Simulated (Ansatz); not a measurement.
**CoCl+ (sextet): wave-function methods side by side, def2-TZVPP**

An exercise on one series of results from a longer session: the logs are not shown, and one member is left open.

Program: Ansatz 0.2.0, Gaussian basis. Level of theory: def2-TZVPP, core rule «outside noble gas», up to 14 orbitals frozen. These are calculated values, not measurements.

To be run: UHF; ROHF; CCSD(T) on UHF.

### What is computed

The geometry is a PBE0/def2-TZVP stationary point (not a proven minimum) of the parent state, kept for this charge and spin.

2 atoms, charge 1, spin multiplicity 6.

Atoms are counted from 1 here; the program's logs count them from 0.

Bond lengths: Co1–Cl2 2.173 Å.

Set-up of the first run:

The input, in.yaml:

```yaml
crystal:
  periodic: [false, false, false]
  atoms:
    - {symbol: Co, position_ang: [0.000000, 0.000000, 0.000000]}
    - {symbol: Cl, position_ang: [0.000000, 0.000000, 2.172600]}
basis:
  gaussian: {orbitals: def2-TZVPP}
total_charge: 1
magnetization: {spin_polarized: true, initial_magnetization: 5}
hamiltonian: {xc: hf}
output: {orbitals: {seedname: orbitals}}
```

Launch:

```sh
ansatz run in.yaml --threads 1 --pin off --events-out ev --progress --plain --max-ram 4096MiB --backend cpu
```

Steps of the session up to this table: UHF; ROHF; CCSD(T) on UHF.

One of the session's tables, all rows but one given; the rest of the session is left out.

It belongs to the step «Misses and costs». 

```
  method  from UCCSD(T) (kJ/mol)
    ROHF                 +1124.2
     UHF                 +1089.4
    UMP2                   +97.7
   UCCSD                       ?
UCCSD(T)                       0
```

**Question.** Estimate the row for UCCSD.

As computed: from UCCSD(T) (kJ/mol): +37.2. In the column «from UCCSD(T) (kJ/mol)» it lies between UCCSD(T) (0) and UMP2 (+97.7).
